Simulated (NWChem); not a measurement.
# A workflow on the pair GeH2ClF···GeNH3

Wanted: a single-point energy (singlet Ge2NH5ClF, M06-2X/def2-SVP), then the energy (singlet GeH2ClF, M06-2X/def2-SVP), then a single-point energy (singlet GeNH3, M06-2X/def2-SVP), then a single-point energy (singlet GeH2ClF, M06-2X/def2-SVP), then the energy (singlet GeNH3, M06-2X/def2-SVP) of ClFGe2H5N and its partners. 

The results are computed with NWChem 7.3.0.

### 1 Starting point

The species is Ge2NH5ClF (10 atoms), meant as a singlet with charge 0. The two molecules were placed rigidly side by side, at 0.85 times their contact distance; the pair isn't optimised.

Bond lengths: F1–Ge2 1.730 Å, Ge2–Cl3 2.133 Å, N6–Ge7 1.816 Å, Ge2–H4 1.528 Å, Ge2–H5 1.528 Å, N6–H8 1.008 Å, N6–H9 1.007 Å, Ge7–H10 1.602 Å. Angles: F1–Ge2–Cl3 106.4°, F1–Ge2–H4 107.1°, F1–Ge2–H5 107.1°, Cl3–Ge2–H4 109.1°, Cl3–Ge2–H5 109.1°, N6–Ge7–H10 92.6°, Ge7–N6–H8 121.9°, Ge7–N6–H9 125.6°, H4–Ge2–H5 117.4°, H8–N6–H9 112.5°.

### 2 A single-point energy at M06-2X/def2-SVP (run 1)

clfge2h5n.nw reads:

```
start clfge2h5n
title "ClFGe2H5N"
memory total 2200 mb
geometry units atomic noautosym nocenter noautoz
 F     -0.47617319    -0.93216410     3.01770365
 Ge     0.24551322    -0.14074680    -0.07029781
 Cl    -2.64614570     2.38033682    -1.30504486
 H      0.10888602    -2.57150152    -1.62346371
 H      2.76791965     1.26407560    -0.01889726
 N      4.49828517     1.38501807     5.58875163
 Ge     6.99244020     3.70528050     5.18053299
 H      3.36598017     0.86233872     4.15015982
 H      4.07595028     0.48428011     7.21128938
 H      7.84319490     3.50636793     8.07823903
end
basis spherical bse
 * library def2-SVP
end
dft
 xc m06-2x
 grid fine
 convergence energy 1e-08
 iterations 100
 mulliken
 print low
end
task dft energy
```

Run with:

```bash
$ nwchem clfge2h5n.nw > clfge2h5n.out
```

Log:

```text
[...]
 d= 0,ls=0.0,diis     1  -4770.9176198250 -5.42D+03  8.76D-03  7.60D-01     2.8
[...]
 d= 0,ls=0.0,diis    10  -4771.0086539976 -3.02D-09  6.36D-07  3.91D-09    22.9
         Total DFT energy =    -4771.008653997556
      One electron energy =    -7943.562325839302
           Coulomb energy =     2725.751934149209
    Exchange-Corr. energy =     -205.732250656573
 Nuclear repulsion energy =      652.533988349110
[...]
      Total Density - Mulliken Population Analysis
     ---------------------------------------------
    Atom       Charge   Shell Charges
 -----------   ------   -------------------------------------------------------
    1 F    9     9.43   1.99  1.11  0.84  3.33  2.16  0.00
    2 Ge  32    31.13   2.00  2.00  1.99  1.05  0.09  6.00  5.98  1.19  0.57  8.16  1.79  0.31
    3 Cl  17    17.26   2.00  1.99  1.23  0.73  5.94  2.13  3.23  0.02
    4 H    1     1.08   0.73  0.34  0.01
    5 H    1     1.08   0.73  0.35  0.01
    6 N    7     7.44   1.99  0.97  0.47  2.43  1.58  0.01
    7 Ge  32    31.69   2.00  2.00  1.99  1.26  0.52  6.00  5.98  0.98  0.84  8.15  1.79  0.18
    8 H    1     0.88   0.71  0.13  0.04
    9 H    1     0.84   0.70  0.10  0.04
   10 H    1     1.16   0.72  0.43  0.01
[...]
```

It took 23 s on 1 thread of AMD EPYC 9R45 (Zen 5), shared host; peak memory 0.12 GiB.

### 3 GeH2ClF: the energy at M06-2X/def2-SVP (run 2)

struct.nw reads:

```
echo
start struct
memory total 2200 mb
charge 0

geometry units angstrom noautosym nocenter noautoz
 F       -0.251980      -0.493280       1.596900
 Ge       0.129920      -0.074480      -0.037200
 Cl      -1.400280       1.259620      -0.690600
 H        0.057620      -1.360780      -0.859100
 H        1.464720       0.668920      -0.010000
end

basis spherical bse
 * library def2-SVP
end

dft
 xc m06-2x
 grid fine
 convergence energy 1e-08
 iterations 100
 mulliken
 noprint "final vectors analysis"
end

task dft energy
```

Run with:

```bash
$ nwchem struct.nw > struct.out
```

Log:

```text
[...]
          Wavefunction type:  closed shell.
          No. of atoms     :     5
          No. of electrons :    60
[...]
          Charge           :     0
          Spin multiplicity:     1
[...]
          AO basis - number of functions:    74
[...]
              XC Information
              --------------
                       M06-2X Method XC Functional
                     Hartree-Fock (Exact) Exchange  0.540
                        M06-2X Exchange Functional  1.000
                      M06-2X Correlation Potential  1.000
[...]
 d= 0,ls=0.0,diis     1  -2637.7250492754 -2.92D+03  1.38D-02  5.42D-01     0.9
[...]
 d= 0,ls=0.0,diis     9  -2637.7892340906 -4.71D-09  7.96D-07  1.05D-09     5.9
         Total DFT energy =    -2637.789234090642
      One electron energy =    -4230.695655866817
           Coulomb energy =     1430.354150747566
    Exchange-Corr. energy =     -118.630356095372
 Nuclear repulsion energy =      281.182627123982
[...]
      Total Density - Mulliken Population Analysis
     ---------------------------------------------
    Atom       Charge   Shell Charges
 -----------   ------   -------------------------------------------------------
    1 F    9     9.43   1.99  1.11  0.84  3.33  2.16  0.00
    2 Ge  32    31.11   2.00  2.00  1.99  1.04  0.10  6.00  5.98  1.19  0.55  8.16  1.79  0.31
    3 Cl  17    17.28   2.00  1.99  1.23  0.73  5.94  2.13  3.24  0.02
    4 H    1     1.09   0.73  0.35  0.01
    5 H    1     1.09   0.73  0.35  0.01
[...]
```

It took 6.6 s on 1 thread of AMD EPYC 9R45 (Zen 5), shared host; peak memory 0.11 GiB.

### 4 GeNH3: a single-point energy at M06-2X/def2-SVP (run 3)

a.nw reads:

```
start a
memory 2200 mb

geometry units angstroms noautosym nocenter noautoz
  N        2.380390       0.732920       2.957440
  Ge       3.700240       1.960750       2.741420
  H        1.781200       0.456330       2.196170
  H        2.156900       0.256270       3.816050
  H        4.150440       1.855490       4.274820
end

basis spherical bse
  N library def2-SVP
  Ge library def2-SVP
  H library def2-SVP
end

dft
  xc m06-2x
  grid fine
  convergence energy 1e-08
  iterations 100
  mulliken
  print low
end

task dft
```

Run with:

```bash
$ nwchem a.nw > a.out
```

Log:

```text
[...]
 d= 0,ls=0.0,diis     1  -2133.1916754772 -2.23D+03  9.15D-03  2.16D-01     0.7
[...]
 d= 0,ls=0.0,diis     8  -2133.2172088273 -3.78D-09  1.06D-06  9.35D-10     4.0
         Total DFT energy =    -2133.217208827329
      One electron energy =    -3168.417924558676
           Coulomb energy =     1023.468090991809
    Exchange-Corr. energy =      -87.102418142834
 Nuclear repulsion energy =       98.835042882372
[...]
      Total Density - Mulliken Population Analysis
     ---------------------------------------------
    Atom       Charge   Shell Charges
 -----------   ------   -------------------------------------------------------
    1 N    7     7.45   1.99  0.96  0.48  2.43  1.58  0.01
    2 Ge  32    31.68   2.00  2.00  1.99  1.27  0.52  6.00  5.98  0.98  0.83  8.15  1.79  0.18
    3 H    1     0.85   0.71  0.10  0.04
    4 H    1     0.85   0.70  0.10  0.04
    5 H    1     1.17   0.72  0.44  0.01
[...]
```

Wall time 4.8 s (1 thread of AMD EPYC 9R45 (Zen 5), shared host); peak memory 0.11 GiB.

### 5 GeH2ClF among ghost functions: the energy at M06-2X/def2-SVP (with ghost functions) (run 4)

clfgeh2.nw reads:

```
start clfgeh2
memory total 2200 mb
charge 0

geometry noautosym nocenter noautoz
  F     -0.251980    -0.493280     1.596900
  Ge     0.129920    -0.074480    -0.037200
  Cl    -1.400280     1.259620    -0.690600
  H      0.057620    -1.360780    -0.859100
  H      1.464720     0.668920    -0.010000
  bqN      2.380390     0.732920     2.957440
  bqGe     3.700240     1.960750     2.741420
  bqH      1.781200     0.456330     2.196170
  bqH      2.156900     0.256270     3.816050
  bqH      4.150440     1.855490     4.274820
end

basis "ao basis" spherical bse
  F library def2-SVP
  Ge library def2-SVP
  Cl library def2-SVP
  H library def2-SVP
  bqN library N def2-SVP
  bqGe library Ge def2-SVP
  bqH library H def2-SVP
end

dft
  xc m06-2x
  grid fine
  convergence energy 1e-08
  iterations 100
  mulliken
  print low
end

task dft
```

Run with:

```bash
$ nwchem clfgeh2.nw > clfgeh2.out
```

Log:

```text
[...]
 d= 0,ls=0.0,diis     1  -2637.7266735770 -2.92D+03  7.55D-03  5.40D-01     2.4
[...]
 d= 0,ls=0.0,diis     9  -2637.7908450010 -4.84D-09  4.20D-07  9.96D-10    19.0
         Total DFT energy =    -2637.790845001031
      One electron energy =    -4230.641164469809
           Coulomb energy =     1430.293533222019
    Exchange-Corr. energy =     -118.625840877222
 Nuclear repulsion energy =      281.182627123982
[...]
      Total Density - Mulliken Population Analysis
     ---------------------------------------------
    Atom       Charge   Shell Charges
 -----------   ------   -------------------------------------------------------
    1 F    9     9.43   1.99  1.11  0.84  3.33  2.16  0.00
    2 Ge  32    31.12   2.00  2.00  1.99  1.04  0.09  6.00  5.98  1.19  0.56  8.16  1.79  0.31
    3 Cl  17    17.27   2.00  1.99  1.23  0.73  5.94  2.13  3.24  0.02
    4 H    1     1.08   0.73  0.35  0.01
    5 H    1     1.09   0.73  0.35  0.01
    6 X    0    -0.00  -0.00  0.00 -0.00 -0.00 -0.00 -0.00
    7 X    0    -0.00  -0.00 -0.00 -0.00 -0.00  0.00 -0.00 -0.00  0.00 -0.00 -0.00  0.00 -0.00
    8 X    0     0.02   0.00  0.02  0.00
    9 X    0     0.00  -0.00  0.00 -0.00
   10 X    0     0.00   0.00  0.00 -0.00
[...]
```

Wall time 20 s (1 thread of AMD EPYC 9R45 (Zen 5), shared host); peak memory 0.12 GiB.

### 6 GeNH3 among ghost functions: the energy at M06-2X/def2-SVP (with ghost functions) (run 5)

nw.nw reads:

```
start nw
title "GeH3N"
memory stack 880 mb heap 220 mb global 1100 mb

geometry units angstrom noautosym nocenter noautoz
  N     2.380390    0.732920    2.957440
  Ge    3.700240    1.960750    2.741420
  H     1.781200    0.456330    2.196170
  H     2.156900    0.256270    3.816050
  H     4.150440    1.855490    4.274820
  bqF     -0.251980    -0.493280     1.596900
  bqGe     0.129920    -0.074480    -0.037200
  bqCl    -1.400280     1.259620    -0.690600
  bqH      0.057620    -1.360780    -0.859100
  bqH      1.464720     0.668920    -0.010000
end

basis spherical bse
  N library def2-SVP
  Ge library def2-SVP
  H library def2-SVP
  bqF library F def2-SVP
  bqGe library Ge def2-SVP
  bqCl library Cl def2-SVP
  bqH library H def2-SVP
end

dft
  xc m06-2x
  grid fine
  convergence energy 1e-08
  maxiter 100
  mulliken
  noprint "final vectors analysis"
end

task dft energy
```

Run with:

```bash
$ nwchem nw.nw > nw.out
```

Log:

```text
[...]
          Wavefunction type:  closed shell.
          No. of atoms     :    10
          No. of electrons :    42
[...]
          Charge           :     0
          Spin multiplicity:     1
[...]
          AO basis - number of functions:   135
[...]
              XC Information
              --------------
                       M06-2X Method XC Functional
                     Hartree-Fock (Exact) Exchange  0.540
                        M06-2X Exchange Functional  1.000
                      M06-2X Correlation Potential  1.000
[...]
 d= 0,ls=0.0,diis     1  -2133.1921513332 -2.23D+03  4.15D-03  2.16D-01     2.3
[...]
 d= 0,ls=0.0,diis     8  -2133.2176279230 -3.91D-09  4.97D-07  9.32D-10    16.3
         Total DFT energy =    -2133.217627923013
      One electron energy =    -3168.406458427173
           Coulomb energy =     1023.455507789566
    Exchange-Corr. energy =      -87.101720167778
 Nuclear repulsion energy =       98.835042882372
[...]
      Total Density - Mulliken Population Analysis
     ---------------------------------------------
    Atom       Charge   Shell Charges
 -----------   ------   -------------------------------------------------------
    1 N    7     7.46   1.99  0.96  0.48  2.43  1.60  0.01
    2 Ge  32    31.68   2.00  2.00  1.99  1.27  0.52  6.00  5.98  0.98  0.82  8.15  1.79  0.18
    3 H    1     0.84   0.71  0.09  0.04
    4 H    1     0.85   0.70  0.10  0.04
    5 H    1     1.16   0.72  0.44  0.01
    6 X    0     0.00   0.00 -0.00  0.00 -0.00  0.00  0.00
    7 X    0     0.01   0.00  0.00  0.00 -0.00  0.00 -0.00 -0.00 -0.00  0.00  0.00 -0.00  0.00
    8 X    0    -0.00  -0.00 -0.00  0.00 -0.00 -0.00  0.00 -0.00 -0.00
    9 X    0    -0.00   0.00 -0.00 -0.00
   10 X    0    -0.00  -0.00 -0.00  0.00
[...]
```

It took 17 s on 1 thread of AMD EPYC 9R45 (Zen 5), shared host; peak memory 0.12 GiB.

### 7 Summary of results

| quantity | value |
| --- | --- |
| run 1, M06-2X/def2-SVP: total energy | -4771.00865 Eh |
| GeH2ClF: total energy | -2637.78923 Eh |
| GeH2ClF: dipole moment | 2.34 D |
| GeNH3: total energy | -2133.21721 Eh |
| GeH2ClF among ghost functions: total energy | -2637.79085 Eh |
| GeNH3 among ghost functions: total energy | -2133.21763 Eh |
| GeNH3 among ghost functions: dipole moment | 1.74 D |
| interaction energy of the rigid parts GeH2ClF and GeNH3 (parts in their own basis; closest atoms 2.24 Å apart) | -0.060 eV |
| interaction energy of the rigid parts GeH2ClF and GeNH3 (parts in the whole basis, counterpoise; closest atoms 2.24 Å apart) | -0.005 eV |

What this shows: The interaction energy of the rigid parts GeH2ClF and GeNH3 (parts in their own basis; closest atoms 2.24 Å apart) is −0.06 eV (−5.8 kJ/mol): the parts attract. Without counterpoise this holds the superposition error of the basis. The interaction energy of the rigid parts GeH2ClF and GeNH3 (parts in the whole basis, counterpoise; closest atoms 2.24 Å apart) is −0.00 eV (−0.5 kJ/mol). The basis-set superposition error is 5.3 kJ/mol. Mulliken charges (run 1, M06-2X/def2-SVP) run from -0.44 on N6 to +0.87 on Ge2. Mulliken charges (GeH2ClF) run from -0.43 on F1 to +0.89 on Ge2; they depend strongly on the basis. Mulliken charges (GeNH3) run from -0.45 on N1 to +0.32 on Ge2; they depend strongly on the basis.
